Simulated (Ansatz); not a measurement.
# CH3AlBF: how energies converge with the basis set

An exercise on one series of results from a longer session: the logs are not shown, and one member is left open.

Computed with Ansatz 0.2.0, Gaussian basis. Level: one geometry, several basis sets.

Levels to be run: PBE0-D4/def2-SVP; ωB97M-V/def2-SVP; PBE0-D4/def2-QZVPP; ωB97M-V/def2-QZVPP; the functionals' def2-TZVPP values are taken from earlier runs.

### The relaxed structure

The geometry comes from an earlier relaxation with PBE0-D4 in a triple-zeta def2 set; it is a stationary point, not always the lowest conformer.

SMILES `F[B]1[CH2][AlH]1`, 7 atoms, charge 0, spin multiplicity 1.

Atoms are counted from 1 here; the program's logs count them from 0.

Bond lengths: F1–B2 1.324 Å, B2–C3 1.478 Å, B2–Al4 1.978 Å, C3–Al4 2.096 Å, C3–H5 1.110 Å, C3–H6 1.090 Å, Al4–H7 1.586 Å. Angles: F1–B2–C3 131.5°, F1–B2–Al4 149.4°, C3–B2–Al4 73.1°, B2–C3–Al4 64.5°, B2–C3–H5 123.2°, B2–C3–H6 127.0°, Al4–C3–H5 69.1°, Al4–C3–H6 160.0°, H5–C3–H6 107.6°, B2–Al4–C3 42.4°, B2–Al4–H7 163.3°, C3–Al4–H7 121.5°.

Geometry (Å):

```
F    -0.81797   -1.96480    1.15155
B    -0.36307   -1.03105    0.32986
C     0.50024    0.14445    0.56652
Al   -0.68735    0.23113   -1.15882
H     1.02373    0.68706   -0.24789
H     0.96072    0.44129    1.50878
H    -0.55511    1.42392   -2.19549
```

Set-up of the first run:

in.yaml

```yaml
crystal:
  periodic: [false, false, false]
  atoms:
    - {symbol: F, position_ang: [-0.817965, -1.964801, 1.151545]}
    - {symbol: B, position_ang: [-0.363069, -1.031049, 0.329859]}
    - {symbol: C, position_ang: [0.500238, 0.144448, 0.566516]}
    - {symbol: Al, position_ang: [-0.687351, 0.231133, -1.158816]}
    - {symbol: H, position_ang: [1.023733, 0.687062, -0.247890]}
    - {symbol: H, position_ang: [0.960724, 0.441293, 1.508779]}
    - {symbol: H, position_ang: [-0.555111, 1.423915, -2.195492]}
basis:
  gaussian: {orbitals: def2-SVP}
hamiltonian: {xc: pbe0, dispersion: d4}
output: {orbitals: {seedname: orbitals}}
```

Command:

```bash
$ ansatz run in.yaml --threads 2 --pin off --events-out ev --progress --plain --max-ram 4352MiB
```

Among the steps run: PBE0-D4 in def2-SVP; ωB97M-V in def2-SVP; PBE0-D4 in def2-QZVPP; ωB97M-V in def2-QZVPP.

One table of the session follows, with a row left open; its other results are not shown here.

It belongs to the step «Functionals by basis». 

```
functional       basis  HOMO (eV)  LUMO (eV)
   PBE0-D4    def2-SVP      -6.53      -1.60
   PBE0-D4  def2-TZVPP      -6.57      -1.65
   PBE0-D4  def2-QZVPP      -6.58      -1.68
   ωB97M-V    def2-SVP          ?          ?
   ωB97M-V  def2-TZVPP      -8.60       0.06
   ωB97M-V  def2-QZVPP      -8.61      -0.10
```

**Question.** Estimate the row for ωB97M-V, def2-SVP.

The run gave: HOMO (eV): -8.53; LUMO (eV): 0.19. In the column «HOMO (eV)» it lies between ωB97M-V, def2-TZVPP (-8.60) and PBE0-D4, def2-QZVPP (-6.58).
